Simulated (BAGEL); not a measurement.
**BSiNH2ClF (SMILES F[Si]1(Cl)BN1): B3LYP/6-31G(d) (density fitting with qzvpp-jkfit, spherical functions)**

Aim: the energy change on altering one bond length of BSiNH2ClF at B3LYP/6-31G* (density fitting with qzvpp-jkfit, spherical functions), from 2 runs. 

Program for the calculation: BAGEL 1.2.2.

1 further run of the same task is left out (set aside as unsound or not needed).

**1. Starting point**

BSiNH2ClF: 7 atoms, total charge 0, spin state singlet. As SMILES, `F[Si]1(Cl)BN1`. The shape is that of a PBE0-D4/def2-TZVP optimisation.

Bond lengths: F1–Si2 1.589 Å, Si2–Cl3 2.036 Å, Si2–B4 1.896 Å, Si2–N5 1.717 Å, B4–N5 1.402 Å, B4–H6 1.186 Å, N5–H7 1.011 Å. Some angles: F1–Si2–Cl3 104.6°, F1–Si2–B4 126.6°, F1–Si2–N5 115.8°, Cl3–Si2–B4 128.7°, Cl3–Si2–N5 116.7°, B4–Si2–N5 45.3°, Si2–B4–N5 60.6°, Si2–N5–B4 74.1°, Si2–B4–H6 164.3°, N5–B4–H6 135.1°.

**2. The energy at B3LYP/6-31G(d) (density fitting with qzvpp-jkfit, spherical functions)**

The input, input.json:

```json
{ "bagel" : [

{
  "title" : "molecule",
  "basis" : "6-31gs.json",
  "df_basis" : "qzvpp-jkfit",
  "angstrom" : true,
  "geometry" : [
    { "atom" : "F", "xyz" : [   -0.412200,   -2.179200,   -0.210300 ] },
    { "atom" : "Si", "xyz" : [   -0.003600,   -0.782500,    0.428000 ] },
    { "atom" : "Cl", "xyz" : [    1.448800,   -1.240300,    1.779600 ] },
    { "atom" : "B", "xyz" : [   -0.771300,    0.907300,    0.039600 ] },
    { "atom" : "N", "xyz" : [    0.347500,    0.475500,   -0.686800 ] },
    { "atom" : "H", "xyz" : [   -1.454900,    1.876800,    0.033100 ] },
    { "atom" : "H", "xyz" : [    0.906900,    0.874400,   -1.428900 ] }
  ]
},
{ "title" : "ks", "xc_func" : "b3lyp" },
{ "title" : "print", "file" : "orbitals.molden", "orbitals" : true }

]}
```

The basis set 6-31G* is read from a file made from the Basis Set Exchange's data (not shown).

Run with:

```sh
$ BAGEL_NUM_THREADS=1 BAGEL input.json > input.out
```

The program printed:

```text
* using 1 threads per process

  ===============================================================
  ===============================================================

  *** Geometry ***

  { "atom" : "F", "xyz" : [     -0.778945,     -4.118091,     -0.397409 ] },
  { "atom" : "Si", "xyz" : [     -0.006803,     -1.478711,      0.808803 ] },
  { "atom" : "Cl", "xyz" : [      2.737835,     -2.343827,      3.362957 ] },
  { "atom" : "B", "xyz" : [     -1.457546,      1.714549,      0.074833 ] },
  { "atom" : "N", "xyz" : [      0.656680,      0.898565,     -1.297864 ] },
  { "atom" : "H", "xyz" : [     -2.749363,      3.546638,      0.062550 ] },
  { "atom" : "H", "xyz" : [      1.713793,      1.652377,     -2.700230 ] },

  Number of auxiliary basis functions:      521

  Since a DF basis is specified, we compute 2- and 3-index integrals:
    o Being stored without compression. Storage requirement is 0.028 GB

  Number of basis functions:       82
  Number of electrons      :       54

    * METHOD: MOLECULE                             0.64

  *** Kohn-Sham DFT ***

    * Removing 13136 points whose weight is below 1.00e-10
    * Grid points: 91206

  === Nuclear Repulsion ===
   267.5357598606

       - DIIS with orbital gradients will be used.

  === KS iteration (b3lyp / 6-31gs.json) ===
      0       -894.68183249          0.12874332           0.79
      1       -842.83261509          0.16929940           0.74
      2       -840.58429985          0.14218634           0.72
      3       -909.43881265          0.13595049           0.75
      4       -927.77872058          0.06258732           0.60
      5       -930.16360567          0.02282984           0.57
      6       -930.27977027          0.01975468           0.71
      7       -930.43161677          0.00440560           0.66
      8       -930.44035152          0.00129711           0.73
      9       -930.44124902          0.00047022           0.76
     10       -930.44135312          0.00007954           0.72
     11       -930.44135688          0.00002739           0.77
     12       -930.44135715          0.00001899           0.70
     13       -930.44135729          0.00000802           0.58
     14       -930.44135732          0.00000134           0.68
     15       -930.44135732          0.00000066           0.84
     16       -930.44135732          0.00000013           0.65
     17       -930.44135732          0.00000006           0.61
     18       -930.44135732          0.00000003           0.65
     19       -930.44135732          0.00000001           0.78
     20       -930.44135732          0.00000000           0.83
    * SCF iteration converged.

    * Permanent dipole moment:
           (   -0.076234,    -0.699888,     0.582305) a.u.

    * METHOD: KS                                  16.07

    * METHOD: PRINT                                0.02

  ===============================================================
```

Run time: 17 s. Hardware: 1 thread of Intel Xeon at 2.50GHz (Skylake/Cascade Lake), shared host; peak memory 0.39 GiB.

**3. The distorted shape at the same level**

The input, calc.json:

```json
{ "bagel": [

{
  "title": "molecule",
  "basis": "6-31gs.json",
  "df_basis": "qzvpp-jkfit",
  "angstrom": true,
  "geometry": [
    { "atom": "F", "xyz": [   -0.691914,   -2.378660,    0.160768 ] },
    { "atom": "Si", "xyz": [   -0.283314,   -0.981960,    0.799068 ] },
    { "atom": "Cl", "xyz": [    1.169086,   -1.439760,    2.150668 ] },
    { "atom": "B", "xyz": [   -1.051014,    0.707840,    0.410668 ] },
    { "atom": "N", "xyz": [    0.067786,    0.276040,   -0.315732 ] },
    { "atom": "H", "xyz": [   -1.734614,    1.677340,    0.404168 ] },
    { "atom": "H", "xyz": [    0.906900,    0.874400,   -1.428900 ] }
  ]
},
{ "title": "ks", "xc_func": "b3lyp" },
{ "title": "print", "file": "orbitals.molden", "orbitals": true }

]}
```

The basis set 6-31G* is read from a file made from the Basis Set Exchange's data (not shown).

Run with:

```sh
$ BAGEL_NUM_THREADS=1 BAGEL calc.json > calc.out
```

The program printed:

```text
* using 1 threads per process

  ===============================================================
  ===============================================================

  *** Geometry ***

  { "atom" : "F", "xyz" : [     -1.307528,     -4.495016,      0.303807 ] },
  { "atom" : "Si", "xyz" : [     -0.535386,     -1.855635,      1.510020 ] },
  { "atom" : "Cl", "xyz" : [      2.209252,     -2.720752,      4.064174 ] },
  { "atom" : "B", "xyz" : [     -1.986129,      1.337624,      0.776050 ] },
  { "atom" : "N", "xyz" : [      0.128097,      0.521640,     -0.596647 ] },
  { "atom" : "H", "xyz" : [     -3.277945,      3.169713,      0.763767 ] },
  { "atom" : "H", "xyz" : [      1.713793,      1.652377,     -2.700230 ] },

  Number of auxiliary basis functions:      521

  Since a DF basis is specified, we compute 2- and 3-index integrals:
    o Being stored without compression. Storage requirement is 0.028 GB

  Number of basis functions:       82
  Number of electrons      :       54

    * METHOD: MOLECULE                             0.67

  *** Kohn-Sham DFT ***

    * Removing 12615 points whose weight is below 1.00e-10
    * Grid points: 91727

  === Nuclear Repulsion ===
   265.3068614513

       - DIIS with orbital gradients will be used.

  === KS iteration (b3lyp / 6-31gs.json) ===
      0       -895.25851837          0.12815660           0.81
      1       -844.57654170          0.16781810           0.74
      2       -841.77973825          0.14254847           0.71
      3       -909.94141317          0.13836258           0.72
      4       -927.26549934          0.07023127           0.76
      5       -929.98131608          0.02808369           0.77
      6       -930.12442944          0.02402827           0.74
      7       -930.35046909          0.00563433           0.59
      8       -930.36704991          0.00111619           0.69
      9       -930.36766392          0.00025186           0.74
     10       -930.36769191          0.00006794           0.93
     11       -930.36769509          0.00001785           0.80
     12       -930.36769529          0.00000364           0.70
     13       -930.36769529          0.00000210           0.67
     14       -930.36769529          0.00000138           0.75
     15       -930.36769530          0.00000025           0.81
     16       -930.36769530          0.00000007           0.73
     17       -930.36769530          0.00000005           0.82
     18       -930.36769530          0.00000001           0.85
     19       -930.36769530          0.00000000           0.84
    * SCF iteration converged.

    * Permanent dipole moment:
           (    0.078624,    -0.596551,     0.353484) a.u.

    * METHOD: KS                                  16.45

    * METHOD: PRINT                                0.02

  ===============================================================
```

Run time: 18 s. Hardware: 1 thread of Intel Xeon at 2.50GHz (Skylake/Cascade Lake), shared host; peak memory 0.39 GiB.

**4. Summary of results**

At B3LYP/6-31G* (density fitting with qzvpp-jkfit, spherical functions):

| quantity | value |
| --- | --- |
| first shape: total energy | -930.44136 Eh |
| first shape: dipole moment | 2.32 D |
| first shape: HOMO energy | -7.34 eV |
| first shape: LUMO energy | -0.69 eV |
| first shape: HOMO–LUMO gap | 6.65 eV |
| distorted shape: total energy | -930.36770 Eh |
| distorted shape: dipole moment | 1.77 D |
| distorted shape: HOMO energy | -7.44 eV |
| distorted shape: LUMO energy | -2.05 eV |
| distorted shape: HOMO–LUMO gap | 5.39 eV |
| energy change with the N5–H7 bond stretched from 1.011 to 1.517 Å | 2.004 eV |

**Reading.** With the N5–H7 bond stretched from 1.011 to 1.517 Å the energy rises by 2.00 eV (193 kJ/mol). The first shape isn't relaxed at this level, so the change isn't measured from a minimum.
